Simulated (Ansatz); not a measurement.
# ZrTlF6: the cost of one run

Computed with Ansatz 0.2.0 (DFT PBE, scalar-relativistic, plane waves, PAW, unless a step's input says otherwise).

1 further run of the same task is left out (set aside as unsound or not needed).

## Step 1: The system as given

It takes space group Fm-3m (No. 225, cubic). The conventional cell has a = 8.892 Å, b = 8.892 Å, c = 8.892 Å, α = 90.00°, β = 90.00°, γ = 90.00°. Zr (site symmetry m-3m) has 6 F at 2.02 Å as nearest neighbours. Tl (site symmetry m-3m) is surrounded by 6 F at 2.42 Å. Around F (site symmetry 4mm) lie 1 Zr at 2.02 Å and 1 Tl at 2.42 Å.

Structure file:

```
Zr Tl F
1.0
     0.00000    4.44620    4.44620
     4.44620    0.00000    4.44620
     4.44620    4.44620    0.00000
Zr Tl F
1 1 6
Direct
  0.00000 0.00000 0.00000
  0.50000 0.50000 0.50000
  0.77229 0.22771 0.22771
  0.22771 0.77229 0.77229
  0.22771 0.77229 0.22771
  0.77229 0.22771 0.77229
  0.22771 0.22771 0.77229
  0.77229 0.77229 0.22771
```

The cell was relaxed beforehand at this level, from a generated guess; it needn't be the stable form of this composition. At a tolerance of 0.05 Å it has space group Fm-3m (No. 225); it has 21.97 Å³/atom, an uncorrected energy of -2.94 eV/atom over the elements.

## Step 2: Bands, states and charges

File input.yaml:

```yaml
crystal:
  lattice:
    - [0.0, 4.4461966974, 4.4461966974]
    - [4.4461966974, 0.0, 4.4461966974]
    - [4.4461966974, 4.4461966974, 0.0]
  atoms:
    - { symbol: Zr, position: [0.0, 0.0, 0.0] }
    - { symbol: Tl, position: [0.5, 0.5, 0.5] }
    - { symbol: F, position: [0.7722941765, 0.2277058235, 0.2277058235] }
    - { symbol: F, position: [0.2277058235, 0.7722941765, 0.7722941765] }
    - { symbol: F, position: [0.2277058235, 0.7722941765, 0.2277058235] }
    - { symbol: F, position: [0.7722941765, 0.2277058235, 0.7722941765] }
    - { symbol: F, position: [0.2277058235, 0.2277058235, 0.7722941765] }
    - { symbol: F, position: [0.7722941765, 0.7722941765, 0.2277058235] }
basis:
  ecutwfc: 420
kpoints:
  mp_grid: { grid: [8, 8, 8] }
  band_path:
    path:
      - [[0.0, 0.0, 0.0], [0.5, 0.0, 0.5], [0.625, 0.25, 0.625]]
      - [[0.375, 0.375, 0.75], [0.0, 0.0, 0.0], [0.5, 0.5, 0.5], [0.5, 0.25, 0.75], [0.5, 0.0, 0.5]]
    npoints: 14
hamiltonian:
  xc: pbe
scf:
  occupations: { method: gaussian, width: 0.1 }
  n_extra_bands: 20
output:
  forces: true
  stress: true
  eigenvalues: true
  populations: true
  dos: { projected: true, de: 0.02, nscf_kmesh: { grid: [10, 10, 10] } }
  bader: true
```

On the command line:

```
> ansatz run input.yaml --threads 1 --pin off --max-ram 2048MiB --backend cpu --events-out ev --progress --plain --runs-dir out
```

What time and memory should one allow on 1 thread of Arm Neoverse N1, shared host?

About 2.8 min, with a peak of 0.72 GiB.
